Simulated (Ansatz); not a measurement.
# C₂H₆GeO₂Si: up Jacob's ladder to CCSD(T)

Aim: compute C₂H₆GeO₂Si with functionals from several rungs and with coupled cluster. The yardstick is the atomisation energy at the CCSD(T) limit.

Program: Ansatz 0.2.0, Gaussian basis. Level of theory: functionals in def2-TZVPP, the program's frozen cores in correlated methods. These are calculated values, not measurements.

The runs, in order: PBE-D4, r2SCAN-D4, PBE0-D4, B3LYP-D4, ωB97X-V, ωB97M-V, B2PLYP; CCSD(T)/def2-TZVPP; MP2/def2-QZVPP; extrapolation to the limit.

## 1. The relaxed structure

The geometry comes from an earlier relaxation with PBE0-D4 in a triple-zeta def2 set; it is a stationary point, not always the lowest conformer.

SMILES `O[SiH2]C#[C][GeH2][OH]`, 12 atoms, charge 0, spin multiplicity 1.

Atoms are counted from 1 here; the program's logs count them from 0.

Bond lengths: O1–Si2 1.641 Å, O1–H7 0.958 Å, Si2–C3 1.830 Å, Si2–H8 1.478 Å, Si2–H9 1.485 Å, C3–C4 1.215 Å, C4–Ge5 1.907 Å, Ge5–O6 1.776 Å, Ge5–H10 1.536 Å, Ge5–H11 1.528 Å, O6–H12 0.960 Å. Angles: Si2–O1–H7 117.9°, O1–Si2–C3 111.3°, O1–Si2–H8 106.2°, O1–Si2–H9 112.1°, C3–Si2–H8 109.7°, C3–Si2–H9 106.8°, H8–Si2–H9 110.8°, Si2–C3–C4 178.9°, C3–C4–Ge5 179.3°, C4–Ge5–O6 109.1°, C4–Ge5–H10 108.1°, C4–Ge5–H11 110.6°, O6–Ge5–H10 110.8°, O6–Ge5–H11 105.0°, H10–Ge5–H11 113.2°, Ge5–O6–H12 112.6°.

## 2. PBE-D4 (GGA)

The input, in.yaml:

```yaml
crystal:
  periodic: [false, false, false]
  atoms:
    - {symbol: O, position_ang: [-0.114835, 0.446265, -3.351265]}
    - {symbol: Si, position_ang: [0.973527, 0.745658, -2.160455]}
    - {symbol: C, position_ang: [0.259189, 0.416370, -0.507860]}
    - {symbol: C, position_ang: [-0.218006, 0.174992, 0.582893]}
    - {symbol: Ge, position_ang: [-0.946189, -0.199488, 2.305023]}
    - {symbol: O, position_ang: [-0.508341, -1.855958, 2.772208]}
    - {symbol: H, position_ang: [-0.550817, -0.406992, -3.356660]}
    - {symbol: H, position_ang: [1.326489, 2.175820, -2.275886]}
    - {symbol: H, position_ang: [2.183549, -0.106450, -2.282624]}
    - {symbol: H, position_ang: [-0.368104, 0.819059, 3.299563]}
    - {symbol: H, position_ang: [-2.473162, -0.193256, 2.255505]}
    - {symbol: H, position_ang: [0.436689, -2.016000, 2.719568]}
basis:
  gaussian: {orbitals: def2-TZVPP}
hamiltonian: {xc: pbe, dispersion: d4}
output: {forces: true, orbitals: {seedname: orbitals}}
```

On the command line:

```sh
$ ansatz run in.yaml --threads 2 --pin off --events-out ev --progress --plain --max-ram 22528MiB --backend cuda --devices 0, --max-vram 18GiB
```

The runs that follow: r2SCAN-D4 (meta-GGA); PBE0-D4 (hybrid); B3LYP-D4 (hybrid); ωB97X-V (range-separated); ωB97M-V (range-separated); B2PLYP (double hybrid); CCSD(T) in def2-TZVPP; MP2 in def2-QZVPP.

Before running them: what should the planned runs give, taken together? Wanted: atomisation energy, CCSD(T)/CBS; farthest; mean size of error, hybrid; mean size of error, range-separated; gap, smallest and largest; T1 diagnostic; triples share of the correlation energy.

As calculated:

| quantity | value |
| --- | --- |
| atomisation energy, CCSD(T)/CBS | 4507.7 kJ/mol |
| functionals within 45.1 kJ/mol (1.0 %) | PBE-D4, r2SCAN-D4, ωB97X-V, ωB97M-V |
| farthest | B2PLYP (-67.0 kJ/mol) |
| mean size of error, hybrid | 55.8 kJ/mol |
| mean size of error, range-separated | 20.8 kJ/mol |
| gap, smallest and largest | 5.23 eV (PBE-D4), 11.83 eV (ωB97X-V) |
| T1 diagnostic | 0.0123 |
| triples share of the correlation energy | 4.0 % |

PBE-D4 misses by +36.1 kJ/mol. Double hybrids carry the basis error of their MP2 part in triple zeta, and no dispersion term here, so their miss is partly the set-up's. The reference freezes the cores and leaves out relativity and excitations past (T), and its outer-core shells are covered unevenly, so misses under about 45.1 kJ/mol can't be ranked. Hartree-Fock recovers 71 % of the binding; the rest is correlation. Orbital gaps span 5.2 to 11.8 eV; exact exchange widens them. Correlated methods include outer-core shells of Ge, which these sets cover unevenly.
